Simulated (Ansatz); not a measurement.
# C₂HBr₂F: small, medium and large basis sets

The task here is to estimate one member of a computed series from the others.

The runs use Ansatz 0.2.0, Gaussian basis; one geometry, several basis sets.

Levels to be run: PBE0-D4/def2-SVP; ωB97M-V/def2-SVP; PBE0-D4/def2-QZVPP; ωB97M-V/def2-QZVPP; the functionals' def2-TZVPP values are taken from earlier runs.

**Structure used throughout**

An earlier PBE0-D4 in a triple-zeta def2 set relaxation fixed the geometry.

SMILES `F/C(Br)=C\Br`, 6 atoms, charge 0, spin multiplicity 1.

Atoms are counted from 1 here; the program's logs count them from 0.

Bond lengths: F1–C2 1.316 Å, C2–Br3 1.869 Å, C2–C4 1.322 Å, C4–Br5 1.865 Å, C4–H6 1.078 Å. Angles: F1–C2–Br3 113.3°, F1–C2–C4 123.8°, Br3–C2–C4 122.9°, C2–C4–Br5 122.3°, C2–C4–H6 121.4°, Br5–C4–H6 116.3°.

Coordinates:

```xyz
6

F     1.7010    0.3246    0.0360
C     0.4687    0.0623    0.4151
Br    0.2754   -0.0594    2.2697
C    -0.5399   -0.1009   -0.4238
Br   -0.3275    0.0242   -2.2729
H    -1.5356   -0.3149   -0.0704
```

Set-up of the first run:

File in.yaml:

```yaml
crystal:
  periodic: [false, false, false]
  atoms:
    - {symbol: F, position_ang: [1.700982, 0.324620, 0.036047]}
    - {symbol: C, position_ang: [0.468655, 0.062312, 0.415137]}
    - {symbol: Br, position_ang: [0.275364, -0.059351, 2.269728]}
    - {symbol: C, position_ang: [-0.539895, -0.100871, -0.423805]}
    - {symbol: Br, position_ang: [-0.327454, 0.024153, -2.272896]}
    - {symbol: H, position_ang: [-1.535553, -0.314863, -0.070409]}
basis:
  gaussian: {orbitals: def2-SVP}
hamiltonian: {xc: pbe0, dispersion: d4}
output: {orbitals: {seedname: orbitals}}
```

Run with:

```bash
$ ansatz run in.yaml --threads 4 --pin off --events-out ev --progress --plain --max-ram 10444MiB
```

Steps of the session up to this table: PBE0-D4 in def2-SVP; ωB97M-V in def2-SVP; PBE0-D4 in def2-QZVPP; ωB97M-V in def2-QZVPP.

One of the session's tables, all rows but one given; the rest of the session is left out.

It belongs to the step «Density functionals: the series». 

```
functional       basis  HOMO (eV)
   PBE0-D4    def2-SVP      -7.20
   PBE0-D4  def2-TZVPP          ?
   PBE0-D4  def2-QZVPP      -7.31
   ωB97M-V    def2-SVP      -9.29
   ωB97M-V  def2-TZVPP      -9.41
   ωB97M-V  def2-QZVPP      -9.43
```

**Question.** Estimate the row for PBE0-D4, def2-TZVPP.

**Answer.** HOMO (eV): -7.29. In the column «HOMO (eV)» it lies between PBE0-D4, def2-QZVPP (-7.31) and PBE0-D4, def2-SVP (-7.20).
